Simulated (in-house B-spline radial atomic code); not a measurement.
**Ge⁴⁺: density, ELF and screening along the radius**

The task here is to estimate one member of a computed series from the others.

Method: several methods, spin-polarised, as named in each step; spherical all-electron atom at the radial basis limit. Code: in-house B-spline radial atomic code version 1.

## What is computed

```
element       : germanium (Z = 32)
charge        : +4
electrons     : 28
configuration : [Ar] 3d10
nucleus       : point (non-relativistic runs) or finite (X2C runs)
```

The outer shells:

[Ar] 3d10
```
[Ar] core
3d [↑↓][↑↓][↑↓][↑↓][↑↓]
```

Where spins are not typed, each open shell is filled with up spins first.

Set-up of the first run:

Settings, as recorded:

```ini
Z = 32
electrons = 28.0
configuration = [Ar] 3d10
hamiltonian = x2c
method = lda,vwn
spin_polarised = True
nucleus = fermi
rms_radius = 4.0742
mass_number = 74
atomic_mass = 73.92117776
speed_of_light = 137.035999084
```

Run with:

```
> python run_scf.py task.json out
```

The settings of every run stand in task.json; they run in order.

Steps of the session up to this table: LDA (VWN5), X2C; PBE, X2C; Hartree-Fock, X2C; AM05, X2C; B3LYP, X2C.

One of the session's tables, all rows but one given; the rest of the session is left out.

Fields along the radius, from the same record (one point in 4):

```
r (bohr)  4πr²n (1/bohr)  screened charge r·V (e)
 0.00520           6.771                    31.19
  0.0105           18.01                    30.39
  0.0213           34.78                    28.92
  0.0432           37.17                    26.48
  0.0876               ?                        ?
   0.177           43.16                    17.23
   0.359           23.46                    11.12
   0.728           21.26                    5.580
    1.48           1.648                    4.063
```

Q: Estimate the row for r (bohr) = 0.0876 from the others.

Worked estimate for «4πr²n (1/bohr)». A straight line through the neighbours (0.0432, 37.17) and (0.177, 43.16) gives 37.17 + (43.16 − 37.17) × (0.0876 − 0.0432) / (0.177 − 0.0432) = 39.16; a parabola fitted to 4 rows on both sides gives 41.13.

As computed: 4πr²n (1/bohr): 34.08; screened charge r·V (e): 22.64. In «4πr²n (1/bohr)» the line misses by +5.08 and the parabola by +7.05. The values bend between the rows more than so simple an estimate can follow.
